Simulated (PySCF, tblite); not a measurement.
# C₄H₅N₂O radical: geometry, infrared bands and EPR parameters

Wanted: the infrared bands and EPR parameters of C₄H₅N₂O radical (`OCC1=NC[C]=N1`), by calculation.

Programs: tblite 0.8.0 and PySCF 2.14.0, with density-fitted response routines of our own. Each step states its level of theory. These are calculated values for one molecule in the gas phase, unless marked as measured. Atoms are numbered from 0 throughout.

## 1. Starting geometry

12 atoms, charge 0, multiplicity 2; geometry from: force field or distance geometry start.

Bonds of the start (Å): O0–C1 1.41, C1–C2 1.52, C2–N3 1.33, N3–C4 1.50, C4–C5 1.43, C5–N6 1.16, N6–C2 1.37, O0–H7 0.98, C1–H8 1.09, C1–H9 1.11, C4–H10 1.09, C4–H11 1.09.

## 2. Optimising the geometry with GFN2-xTB

Job settings and geometry (Å):

```
{"job": {"kind": "relax", "xc": "GFN2-xTB", "basis": "xTB"}, "charge": 0, "multiplicity": 2}
O     -1.945500    -1.106500    -0.922200
C     -1.512500    -0.688900     0.353700
C     -0.096700    -0.127300     0.321800
N      0.386500     0.477500    -0.755900
C      1.758400     0.867000    -0.295800
C      1.647000     0.357100     1.035700
N      0.696600    -0.172400     1.440800
H     -1.590500    -0.441200    -1.545900
H     -2.180500     0.074200     0.742600
H     -1.541500    -1.554300     1.042800
H      1.869300     1.952200    -0.357600
H      2.510600     0.361700    -0.909400
```

Launch:

```bash
> OMP_NUM_THREADS=1 python probes_run.py task.json out
```

One launch serves the whole session: the jobs run in the order shown.

**Question.** This job is followed by: GFN2-xTB harmonic vibrations, gas phase; UKS B3LYP, pcH-1 on C H N O, non-relativistic, mean-field spin-orbit, GIAO. What will the session give for the following? strongest single infrared mode (GFN2-xTB); zero-point energy (GFN2-xTB); g(iso) (B3LYP); ⟨S²⟩; largest a(iso) (averaged by class); surface potential, 1st and 99th percentile.

As calculated:

```
                                 quantity                  value
strongest single infrared mode (GFN2-xTB)  1667 cm⁻¹, 170 km/mol
             zero-point energy (GFN2-xTB)          53.8 kcal/mol
                           g(iso) (B3LYP)                2.00182
                                     ⟨S²⟩     0.757 (exact 0.75)
       largest a(iso) (averaged by class)   13C on C5, 534.8 MHz
    surface potential, 1st and 99th percentile     -1.65 V and 1.51 V
```

What this shows: The optimisation took 52 steps and gained 0.798 eV; among the close pairs (by a distance rule), C5–N6 changed most, from 1.161 to 1.257 Å. No mode is imaginary among the 30: a minimum at this level. The strongest single mode, at 1667 cm⁻¹, moves mainly C5 and N6. GFN2-xTB is a fitted tight-binding method: band positions and strengths are rough. Its intensities can rank the bands wrongly. C5 carries the largest spin population, 0.85 e. The isotropic g lies 0.5 ppt below the free-electron value.
